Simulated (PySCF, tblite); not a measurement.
# C7H14O2: geometry, infrared bands and NMR shifts

Wanted: the infrared bands and NMR shifts of C7H14O2 (`OC[C@@H]1CCCCOC1`), by calculation.

Computed with tblite 0.8.0 and PySCF 2.14.0, with density-fitted response routines of our own, on a single molecule in the gas phase. Atoms count from 0, in the outputs and in this text.

## (1) The starting structure

23 atoms, charge 0, multiplicity 1; geometry from: force field or distance geometry start.

Bonds of the start (Å): O0–C1 1.40, C1–C2 1.50, C2–C3 1.51, C3–C4 1.53, C4–C5 1.50, C5–C6 1.51, C6–O7 1.39, O7–C8 1.38, C8–C2 1.51, O0–H9 1.00, C1–H10 1.11, C1–H11 1.12, C2–H12 1.12, C3–H13 1.12, C3–H14 1.11, C4–H15 1.12, C4–H16 1.11, C5–H17 1.10, C5–H18 1.12, C6–H19 1.10, C6–H20 1.13, C8–H21 1.12, C8–H22 1.11.

## (2) Optimising the geometry with GFN2-xTB

What the job is given:

```
{"job": {"kind": "relax", "xc": "GFN2-xTB", "basis": "xTB"}, "charge": 0, "multiplicity": 1}
O      3.211800     0.695500     0.243400
C      2.373900    -0.136300    -0.514600
C      1.017100    -0.063200     0.113600
C      0.071900    -0.945300    -0.674100
C     -1.020000    -1.345300     0.323900
C     -2.207100    -0.434000     0.283000
C     -1.880900     1.036000     0.262600
O     -0.691700     1.374600     0.888500
C      0.422000     1.326400     0.073800
H      3.209400     0.430500     1.209100
H      2.364600     0.212300    -1.564800
H      2.696500    -1.212200    -0.460600
H      0.984800    -0.367500     1.191600
H      0.610000    -1.848400    -1.063300
H     -0.383700    -0.401400    -1.527100
H     -1.371400    -2.348900    -0.017000
H     -0.509000    -1.403400     1.306400
H     -2.798500    -0.657900    -0.613700
H     -2.785300    -0.615200     1.225700
H     -1.979500     1.439200    -0.760700
H     -2.703200     1.539700     0.850200
H      1.161400     2.071800     0.463000
H      0.202300     1.679900    -0.956000
```

Command:

```bash
$ OMP_NUM_THREADS=1 python probes_run.py task.json out
```

The driver reads the jobs from task.json and runs them one after another.

**Question.** This job is followed by: GFN2-xTB harmonic vibrations, gas phase; GIAO PBE0/pcSseg-1 NMR shielding, non-relativistic, gas phase. What will the session give for the following? strongest single infrared mode (GFN2-xTB); zero-point energy (GFN2-xTB); ¹³C shifts against TMS (PBE0/pcSseg-1); ¹H shifts against TMS (PBE0/pcSseg-1); ¹⁷O shifts against H2O (PBE0/pcSseg-1).

As calculated:

| quantity | value |
| --- | --- |
| strongest single infrared mode (GFN2-xTB) | 2996 cm⁻¹, 100 km/mol |
| zero-point energy (GFN2-xTB) | 127.6 kcal/mol |
| ¹³C shifts against TMS (PBE0/pcSseg-1) | 84.9, 74.9, 71.3, 54.0, 33.2, 31.2, 28.4 ppm |
| ¹H shifts against TMS (PBE0/pcSseg-1) | 4.86, 4.49, 3.96, 3.34, 3.32, 2.90, 2.05, 1.87, 1.69, 1.42, 1.35, 1.35, 0.84, -0.18 ppm |
| ¹⁷O shifts against H2O (PBE0/pcSseg-1) | 42.6, 42.5 ppm |

What this shows: Over 104 steps the energy fell by 0.732 eV; of the close pairs, O0–H9 changed most, 1.001 to 0.964 Å. All 63 modes are real, so the xTB geometry is a minimum. The strongest single mode, at 2996 cm⁻¹, moves mainly H16 and H18. Unscaled tight-binding wavenumbers are off by several per cent, some by more. Its intensities can rank the bands wrongly. At PBE0/pcSseg-1: The widest tensor belongs to O0: span 108 ppm, with a paramagnetic part of -94 ppm.
